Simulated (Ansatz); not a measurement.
# C4H10GeO: comparison of dispersion corrections in Python

Aim: a comparison of dispersion corrections, for C4H10GeO, run from a script.

Computed with Ansatz 0.2.0 through its Python package. The levels of theory stand in the script.

## (1) Starting point

Bond lengths (14 of 15 bonds, heavy atoms first): C1–C2 1.336 Å, C2–C3 1.505 Å, C3–C4 1.530 Å, C4–O5 1.407 Å, O5–Ge6 1.801 Å, C1–H7 1.086 Å, C1–H8 1.085 Å, C2–H9 1.086 Å, C3–H10 1.112 Å, C3–H11 1.111 Å, C4–H12 1.114 Å, C4–H13 1.114 Å, Ge6–H14 1.550 Å, Ge6–H15 1.550 Å. Angles (14 of 25 angles, heavy atoms first): C1–C2–C3 121.8°, C2–C3–C4 111.9°, C3–C4–O5 109.6°, C4–O5–Ge6 107.8°, C1–C2–H9 119.2°, C3–C2–H9 119.0°, C2–C1–H7 121.0°, C2–C1–H8 120.0°, C2–C3–H10 109.6°, C2–C3–H11 109.0°, C4–C3–H10 109.7°, C4–C3–H11 108.9°, C3–C4–H12 107.8°, C3–C4–H13 109.0°.

The script holds or builds the structure itself.

## (2) Script

Contents of disp_c4h10geo.py:

```python
# -*- coding: utf-8 -*-
"""Size of D3 and D4 in C4H10GeO."""

from dataclasses import dataclass

import ansatz


@dataclass
class RunConfig:
    basis_set: str = "def2-SVP"


settings = RunConfig()


def main():
    geometry = (
        ansatz.Crystal.molecule()
        .atom("C", (2.32, -0.9825, 0.3705))
        .atom("C", (1.594, -0.8364, -0.7418))
        .atom("C", (0.9016, 0.4585, -1.0726))
        .atom("C", (-0.2839, 0.7245, -0.1431))
        .atom("O", (-1.2336, -0.3036, -0.2844))
        .atom("Ge", (-2.599, 0.0503, 0.8353))
        .atom("H", (2.4262, -0.1678, 1.0803))
        .atom("H", (2.8181, -1.9249, 0.5736))
        .atom("H", (1.5254, -1.6642, -1.4414))
        .atom("H", (1.6276, 1.2976, -1.0029))
        .atom("H", (0.5349, 0.4144, -2.1209))
        .atom("H", (-0.7281, 1.7047, -0.4307))
        .atom("H", (0.0853, 0.7864, 0.9064))
        .atom("H", (-3.2298, 1.4207, 0.4776))
        .atom("H", (-2.0838, 0.0789, 2.2973))
        .atom("H", (-3.6748, -1.0568, 0.6968))
    )

    calc = geometry.calculation().basis(gaussian=settings.basis_set)
    for name in ["blyp", "r2scan"]:
        for correction in ("d3bj", "d4"):
            summary = calc.functional(name, dispersion=correction).run().report
            print(f"{name:8s} {correction:5s} total {summary['free_energy_ev']:.5f} eV, of which dispersion {1000 * summary['dispersion']['energy']['ev']:.2f} meV")


if __name__ == "__main__":
    main()
```

## (3) The input behind the calls

The package turns the script's settings into the engine's input (first run):

```yaml
crystal:
  periodic: [false, false, false]
  atoms:
    - { symbol: C, position_ang: [2.32, -0.9825, 0.3705] }
    - { symbol: C, position_ang: [1.594, -0.8364, -0.7418] }
    - { symbol: C, position_ang: [0.9016, 0.4585, -1.0726] }
    - { symbol: C, position_ang: [-0.2839, 0.7245, -0.1431] }
    - { symbol: O, position_ang: [-1.2336, -0.3036, -0.2844] }
    - { symbol: Ge, position_ang: [-2.599, 0.0503, 0.8353] }
    - { symbol: H, position_ang: [2.4262, -0.1678, 1.0803] }
    - { symbol: H, position_ang: [2.8181, -1.9249, 0.5736] }
    - { symbol: H, position_ang: [1.5254, -1.6642, -1.4414] }
    - { symbol: H, position_ang: [1.6276, 1.2976, -1.0029] }
    - { symbol: H, position_ang: [0.5349, 0.4144, -2.1209] }
    - { symbol: H, position_ang: [-0.7281, 1.7047, -0.4307] }
    - { symbol: H, position_ang: [0.0853, 0.7864, 0.9064] }
    - { symbol: H, position_ang: [-3.2298, 1.4207, 0.4776] }
    - { symbol: H, position_ang: [-2.0838, 0.0789, 2.2973] }
    - { symbol: H, position_ang: [-3.6748, -1.0568, 0.6968] }
basis:
  gaussian:
    orbitals: def2-SVP
hamiltonian:
  xc: blyp
  dispersion: d3bj
```

## (4) The run

Run with:

```sh
> python disp_c4h10geo.py
```

Output:

```text
blyp     d3bj  total -62862.73273 eV, of which dispersion -723.19 meV
blyp     d4    total -62862.75410 eV, of which dispersion -744.56 meV
DeckWarning: the engine holds no damping parameters fitted to this dispersion correction and functional, so the run takes those fitted to r2scan beside the three-body term, which d3bj leaves out (hamiltonian.dispersion, under Limitations)
r2scan   d3bj  total -62859.86498 eV, of which dispersion -103.14 meV
r2scan   d4    total -62859.85288 eV, of which dispersion -91.05 meV
```

(Warnings from the package without file and line.)

Run time: 37 s. Hardware: 1 thread of Arm Neoverse V1, shared host; peak memory 0.29 GiB.

## (5) Inputs of later runs

The engine's inputs for the other runs:

Run 2, against run 1:

```diff
@@ -25 +25 @@
-  dispersion: d3bj
+  dispersion: d4
```

Run 3, against run 1:

```diff
@@ -24 +24 @@
-  xc: blyp
+  xc: r2scan
```

Run 4, against run 1:

```diff
@@ -24,2 +24,2 @@
-  xc: blyp
-  dispersion: d3bj
+  xc: r2scan
+  dispersion: d4
```

Lines on the test bed's own set-up are left out of the output.

A comment line of the script is reworded here; the code is as run.

## (6) The engine's runs

From the records of these 4 runs:

```csv
run,functional,dispersion,energy (eV),SCF cycles,CPU time (s)
1,blyp,d3bj,-62862.7327,20,6
2,blyp,d4,-62862.7541,20,6
3,r2scan,d3bj,-62859.8650,20,12
4,r2scan,d4,-62859.8529,20,12
```

Totals under unlike functionals or potentials can't be compared directly.

## (7) Summary of results

| quantity | value |
| --- | --- |
| dispersion energy | -744.56 to -91.05 meV |
| runs compared | 4 |

**Reading.** The dispersion term depends on the functional it is damped for, so it isn't a property of the molecule alone. All 4 runs converged. Caveats:
- The geometry is a force-field or estimated start, not a minimum of this method, and the basis set is short of its limit. D4 holds the three-body term, and d3bj doesn't.
- A dispersion term here runs with damping parameters fitted for another variant or functional.
